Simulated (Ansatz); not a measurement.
Geometry optimisation, Ansatz 0.2.0, DFT PBE-D3(BJ), scalar-relativistic, plane waves, PAW.

The input (input.yaml):

```yaml
accuracy: low
crystal:
  lattice:
    - [0.0, 5.43, 5.43]
    - [5.43, 0.0, 5.43]
    - [5.43, 5.43, 0.0]
  atoms:
    - { symbol: Si, position: [0.0, 0.0, 0.0] }
    - { symbol: Si, position: [0.125, 0.125, 0.125] }
    - { symbol: Si, position: [0.0, 0.0, 0.5] }
    - { symbol: Si, position: [0.125, 0.125, 0.625] }
    - { symbol: Si, position: [0.0, 0.5, 0.0] }
    - { symbol: Si, position: [0.125, 0.625, 0.125] }
    - { symbol: Si, position: [0.0, 0.5, 0.5] }
    - { symbol: Si, position: [0.125, 0.625, 0.625] }
    - { symbol: Si, position: [0.5, 0.0, 0.0] }
    - { symbol: Si, position: [0.625, 0.125, 0.125] }
    - { symbol: Si, position: [0.5, 0.0, 0.5] }
    - { symbol: Si, position: [0.625, 0.125, 0.625] }
    - { symbol: Si, position: [0.5, 0.5, 0.0] }
    - { symbol: Si, position: [0.625, 0.625, 0.125] }
    - { symbol: Si, position: [0.5, 0.5, 0.5] }
    - { symbol: Si, position: [0.625, 0.625, 0.625] }
    - { symbol: Ge, position: [0.7482599, 0.2581697, 0.2371816] }
basis:
  ecutwfc: 420.0
kpoints:
  mp_grid: { grid: [2, 2, 2] }
hamiltonian:
  xc: pbe
  dispersion: d3bj
  pseudopotentials: { kind: paw, azcp: { folder: soft_1 } }
scf:
  occupations: { method: fermi_dirac, width: 0.05 }
  lower_state_search: "off"
relax:
  f_tol: 0.08
  max_steps: 25
  adjacent_minimum: "off"
```

Launched with:

```bash
$ ansatz run input.yaml --threads 1 --pin off --max-ram 3072MiB --backend cpu --events-out ev --progress --plain --runs-dir out
```

Question: Where does it end, and by what steps?

Answer: The run converged. Limits of this set-up: low accuracy level. After 3 steps the energy has fallen by 0.377 eV; Ge17 moved furthest, 0.08 Å.

```
step  energy less start (eV)  largest force component (eV/Å)  accepted
   0                  0.0000                           1.221       yes
   1                 -0.3350                           0.384       yes
   2                 -0.3747                           0.087       yes
   3                 -0.3768                           0.002       yes
```

```xyz
17
Lattice="0.0000 5.4300 5.4300 5.4300 0.0000 5.4300 5.4300 5.4300 0.0000" Properties=species:S:1:pos:R:3
Si -0.049 -0.004 0.001
Si 1.315 1.394 1.401
Si 2.713 2.758 0.002
Si 4.077 4.062 1.365
Si 2.714 -0.004 2.765
Si 4.079 1.361 4.067
Si 5.429 2.712 2.716
Si 6.780 4.062 4.068
Si -0.002 2.708 2.718
Si 1.314 4.026 4.032
Si 2.713 5.425 2.669
Si 4.111 6.823 4.034
Si 2.714 2.662 5.432
Si 4.113 4.026 6.832
Si 5.476 5.425 5.433
Si 6.779 6.790 6.796
Ge 2.713 5.423 5.433
```

Whether the end is a true minimum wasn't checked by a vibrational analysis.

The run took 29 s on 1 thread of Arm Neoverse V1, on a shared host, peak memory 0.54 GiB.
